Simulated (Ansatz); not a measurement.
# B (Boron): the cost of one run

Method: DFT LDA, scalar-relativistic, plane waves, PAW, in Ansatz 0.2.0.

## 1. The system as given

The structure is trigonal, space group R-3m (No. 166). Conventional cell: a = 4.841 Å, b = 4.841 Å, c = 12.394 Å, α = 90.00°, β = 90.00°, γ = 120.00°. Around B (site symmetry m) lie 6 B at 1.66 to 1.78 Å. Around B (site symmetry m) lie 7 B at 1.76 to 1.98 Å.

Coordinates:

```
B
1.0
     2.42044    1.39744    4.13139
    -2.42044    1.39744    4.13139
     0.00000   -2.79489    4.13139
B
12
Direct
  0.01047 0.65431 0.01047
  0.01047 0.01047 0.65431
  0.65431 0.01047 0.01047
  0.98953 0.34569 0.98953
  0.34569 0.98953 0.98953
  0.98953 0.98953 0.34569
  0.22148 0.62998 0.22148
  0.22148 0.22148 0.62998
  0.62998 0.22148 0.22148
  0.77852 0.37002 0.77852
  0.37002 0.77852 0.77852
  0.77852 0.77852 0.37002
```

This cell was relaxed beforehand with the same method: volume 6.99 Å³/atom, gap on the mesh 1.39 eV.

## 2. Static run: bands, density of states and charges

Input file input.yaml:

```yaml
crystal:
  lattice:
    - [2.4204434889, 1.3974436999, 4.1313903557]
    - [-2.4204434889, 1.3974436999, 4.1313903557]
    - [0.0, -2.7948873998, 4.1313903557]
  atoms:
    - { symbol: B, position: [0.0104700914, 0.6543055182, 0.0104700914] }
    - { symbol: B, position: [0.0104700914, 0.0104700914, 0.6543055182] }
    - { symbol: B, position: [0.6543055182, 0.0104700914, 0.0104700914] }
    - { symbol: B, position: [0.9895299086, 0.3456944818, 0.9895299086] }
    - { symbol: B, position: [0.3456944818, 0.9895299086, 0.9895299086] }
    - { symbol: B, position: [0.9895299086, 0.9895299086, 0.3456944818] }
    - { symbol: B, position: [0.2214828458, 0.6299787638, 0.2214828458] }
    - { symbol: B, position: [0.2214828458, 0.2214828458, 0.6299787638] }
    - { symbol: B, position: [0.6299787638, 0.2214828458, 0.2214828458] }
    - { symbol: B, position: [0.7785171542, 0.3700212362, 0.7785171542] }
    - { symbol: B, position: [0.3700212362, 0.7785171542, 0.7785171542] }
    - { symbol: B, position: [0.7785171542, 0.7785171542, 0.3700212362] }
basis:
  ecutwfc: 420
kpoints:
  mp_grid: { grid: [9, 9, 9] }
  band_path:
    path:
      - [[0.0, 0.0, 0.0], [0.5, 0.5, 0.5], [0.75705786, 0.24294214, 0.5]]
      - [[0.5, -0.24294214, 0.24294214], [0.5, 0.0, 0.0], [0.0, 0.0, 0.0], [0.37147107, -0.37147107, 0.0]]
      - [[0.62852893, 0.0, 0.37147107], [0.5, 0.0, 0.5], [0.0, 0.0, 0.0]]
    npoints: 10
hamiltonian:
  xc: lda
scf:
  occupations: { method: gaussian, width: 0.02 }
  n_extra_bands: 30
output:
  forces: true
  stress: true
  eigenvalues: true
  populations: true
  dos: { projected: true, de: 0.02, nscf_kmesh: { grid: [14, 14, 14] } }
  bader: false
  write_density: true
  write_potential: true
  elf: true
  volumetric_format: npy
```

Started as:

```console
> ansatz run input.yaml --threads 2 --pin off --max-ram 5120MiB --backend cpu --events-out ev --progress --plain --runs-dir out
```

**Question.** How long does this run take on 2 threads of Intel Xeon at 2.50GHz (Skylake/Cascade Lake), shared host, and how much memory does it need?

About 86 s, with a peak of 0.82 GiB.
